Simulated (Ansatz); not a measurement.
**GeH₃S radical: basis-set convergence**

An exercise on one series of results from a longer session: the logs are not shown, and one member is left open.

Program: Ansatz 0.2.0, Gaussian basis. Level of theory: one geometry, several basis sets. These are calculated values, not measurements.

The runs, in order: PBE0-D4/def2-SVP; ωB97M-V/def2-SVP; PBE0-D4/def2-QZVPP; ωB97M-V/def2-QZVPP; the functionals' def2-TZVPP values are taken from earlier runs.

## The geometry

All runs share one geometry, relaxed beforehand with PBE0-D4 in a triple-zeta def2 set.

SMILES `[S][GeH3]`, 5 atoms, charge 0, spin multiplicity 2.

Atoms are counted from 1 here; the program's logs count them from 0.

Bond lengths: S1–Ge2 2.210 Å, Ge2–H3 1.536 Å, Ge2–H4 1.538 Å, Ge2–H5 1.536 Å. Angles: S1–Ge2–H3 110.7°, S1–Ge2–H4 104.4°, S1–Ge2–H5 110.7°, H3–Ge2–H4 110.3°, H3–Ge2–H5 110.4°, H4–Ge2–H5 110.3°.

Set-up of the first run:

in.yaml reads:

```yaml
crystal:
  periodic: [false, false, false]
  atoms:
    - {symbol: S, position_ang: [1.402005, -0.324443, 1.480529]}
    - {symbol: Ge, position_ang: [-0.107814, 0.003266, -0.099657]}
    - {symbol: H, position_ang: [-1.018532, 1.187498, 0.257322]}
    - {symbol: H, position_ang: [0.717750, 0.325854, -1.356389]}
    - {symbol: H, position_ang: [-0.943609, -1.265875, -0.323206]}
basis:
  gaussian: {orbitals: def2-SVP}
magnetization: {spin_polarized: true, initial_magnetization: 1}
hamiltonian: {xc: pbe0, dispersion: d4}
output: {orbitals: {seedname: orbitals}}
```

Command:

```sh
ansatz run in.yaml --threads 2 --pin off --events-out ev --progress --plain --max-ram 32768MiB --backend cpu
```

Steps of the session up to this table: PBE0-D4 in def2-SVP; ωB97M-V in def2-SVP; PBE0-D4 in def2-QZVPP; ωB97M-V in def2-QZVPP.

One of the session's tables, all rows but one given; the rest of the session is left out.

It belongs to the step «Density functionals: the series». 

```
functional       basis  HOMO (eV)  LUMO (eV)
   PBE0-D4    def2-SVP      -7.03      -4.32
   PBE0-D4  def2-TZVPP      -7.19      -4.40
   PBE0-D4  def2-QZVPP          ?          ?
   ωB97M-V    def2-SVP      -9.19      -2.20
   ωB97M-V  def2-TZVPP      -9.38      -2.40
   ωB97M-V  def2-QZVPP      -9.41      -2.45
```

Estimate the missing values for PBE0-D4, def2-QZVPP.

The run gave: HOMO (eV): -7.22; LUMO (eV): -4.42. In the column «HOMO (eV)» it lies between ωB97M-V, def2-SVP (-9.19) and PBE0-D4, def2-TZVPP (-7.19).
